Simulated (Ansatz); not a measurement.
# EuTiO3: the cost of one run

Program: the Python package of Ansatz 0.2.0. Level of theory: DFT PBEsol+U, plane waves, PAW. These are calculated values, not measurements.

### Step 1. Starting point

Symmetry: Pm-3m, No. 221, cubic system. Conventional cell: a = 3.905 Å, b = 3.905 Å, c = 3.905 Å, α = 90.00°, β = 90.00°, γ = 90.00°. Eu (site symmetry m-3m) has 12 O at 2.76 Å as nearest neighbours. Ti (site symmetry m-3m) is surrounded by 6 O at 1.95 Å. O (site symmetry 4/mmm) has 2 Ti at 1.95 Å and 4 Eu at 2.76 Å as nearest neighbours.

The script holds or builds the structure itself.

### Step 2. The script

eutio3.py

```python
"""How the states of EuTiO3 follow the Hubbard U."""

import ansatz
import numpy as np
from tabulate import tabulate

FUNCTIONAL = "pbesol"
CUTOFF = 450
KMESH = (7, 7, 7)


def count_gap(report):
    # lowest empty less highest filled band, counting bands; zero where they overlap
    return max(report.get("gap_by_band_count_ev") or 0.0, 0.0)


def main() -> None:
    system = (
        ansatz.Lattice.cubic(3.905)
        .space_group(221)
        .atom("Eu", (0.0, 0.0, 0.0))
        .atom("Ti", (0.5, 0.5, 0.5))
        .atom("O", (0.5, 0.5, 0.0))
        .moments(Eu=7)
    )

    setup = (
        system.calculation()
        .functional(FUNCTIONAL)
        .basis(CUTOFF)
        .kpoints(mesh=KMESH)
        .occupations(ansatz.OccupationsMethod.FERMI_DIRAC)
        .spin(ansatz.SpinTreatment.COLLINEAR)
        .band_table()
    )
    rows = []
    for u in [0.0, 2.0, 4.0, 6.0]:
        rep = setup.hubbard("Eu", "f", u_eff=u).run(threads=1, backend="cpu").report
        shell = rep["hubbard"]["n_scf"]
        rows.append((u, count_gap(rep), sum(shell) / len(shell), max(abs(m) for m in rep["site_moments_mub"]), rep["n_iterations"]))
    print(tabulate(rows, headers=["U_eff eV", "gap by band count eV", "Eu f occupation (projector)", "largest moment muB", "iterations"], floatfmt=".4f", tablefmt="pipe"))
    print("eigenvalues of the first occupation matrix at the last U, by spin:")
    for channel in rep["hubbard"]["n_eig"][0]:
        print("  ", " ".join(f"{n:.3f}" for n in channel))


if __name__ == "__main__":
    main()
```

### Step 3. The calls as engine input

The package turns the script's settings into the engine's input (first run):

```yaml
crystal:
  lattice:
    bravais: cubic
    a: 3.905
  space_group: 221
  atoms:
    - { symbol: Eu, position: [0.0, 0.0, 0.0] }
    - { symbol: Ti, position: [0.5, 0.5, 0.5] }
    - { symbol: O, position: [0.5, 0.5, 0.0] }
basis:
  ecutwfc: 450.0
kpoints:
  mp_grid:
    grid: [7, 7, 7]
hamiltonian:
  xc: pbesol
  hubbard:
    - { species: Eu, l: f, u_eff: 0.0 }
magnetization:
  spin_polarized: true
  per_species:
    Eu: 7.0
scf:
  occupations:
    method: fermi_dirac
output:
  eigenvalues: true
```

### Step 4. Launch

Launch:

```bash
> python eutio3.py
```

What time and memory should one allow on 1 thread of Arm Neoverse V1, shared host?

About 78 s, with a peak of 0.57 GiB.
